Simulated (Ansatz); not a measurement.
# ClH3OSZn: the cost of one run

All numbers below are computed with Ansatz 0.2.0 (RKS PBE0/def2-SVPD).

**1. Starting point**

Bond lengths: Zn1–Cl2 2.590 Å, Zn1–O3 1.790 Å, O3–H4 1.010 Å, Zn1–S5 2.570 Å, S5–H6 1.400 Å, Cl2–H7 1.553 Å, S5–H7 1.598 Å. Angles: Zn1–Cl2–H7 70.7°, Cl2–Zn1–O3 180.0°, Cl2–Zn1–S5 71.6°, O3–Zn1–S5 108.4°, Zn1–O3–H4 109.5°, Zn1–S5–H6 109.5°, Zn1–S5–H7 70.9°, H6–S5–H7 144.0°, Cl2–H7–S5 146.8°.

Structure file:

```xyz
7

Zn    0.0000    0.0000    0.0000
Cl    0.0000    0.0000    2.5900
O     0.0000    0.0000   -1.7900
H     0.2547   -0.9174   -2.1271
S    -2.3997   -0.4353    0.8104
H    -3.0124   -1.3755   -0.0267
H    -1.4421   -0.2616    2.0775
```

**2. Pulling towards end A**

Springs on the bonds that form and break draw the guess towards this end; the thresholds are loose.

input.yaml

```yaml
crystal:
  periodic: [false, false, false]
  atoms:
    - { symbol: Zn, position_ang: [0.0, 0.0, 0.0] }
    - { symbol: Cl, position_ang: [0.0, 0.0, 2.59] }
    - { symbol: O, position_ang: [0.0, 0.0, -1.79] }
    - { symbol: H, position_ang: [0.2547, -0.9174, -2.1271] }
    - { symbol: S, position_ang: [-2.3997, -0.4353, 0.8104] }
    - { symbol: H, position_ang: [-3.0124, -1.3755, -0.0267] }
    - { symbol: H, position_ang: [-1.4421, -0.2616, 2.0775] }
basis:
  gaussian: { orbitals: def2-SVPD }
hamiltonian:
  xc: pbe0
relax:
  f_tol: 0.15
  max_steps: 25
  restrain:
    - { distance: [0, 4], at: 3.47, k: 30.0 }
    - { distance: [6, 1], at: 2.57, k: 30.0 }
    - { distance: [0, 1], at: 2.24, k: 30.0 }
    - { distance: [6, 4], at: 1.4, k: 30.0 }
```

Started as:

```console
$ ansatz run input.yaml --threads 4 --pin off --max-ram 5120MiB --backend cpu --events-out ev --progress --plain --runs-dir out
```

Q: Estimate wall time and peak memory on 4 threads of Arm Neoverse V2, shared host.

About 32 s, with a peak of 0.36 GiB.
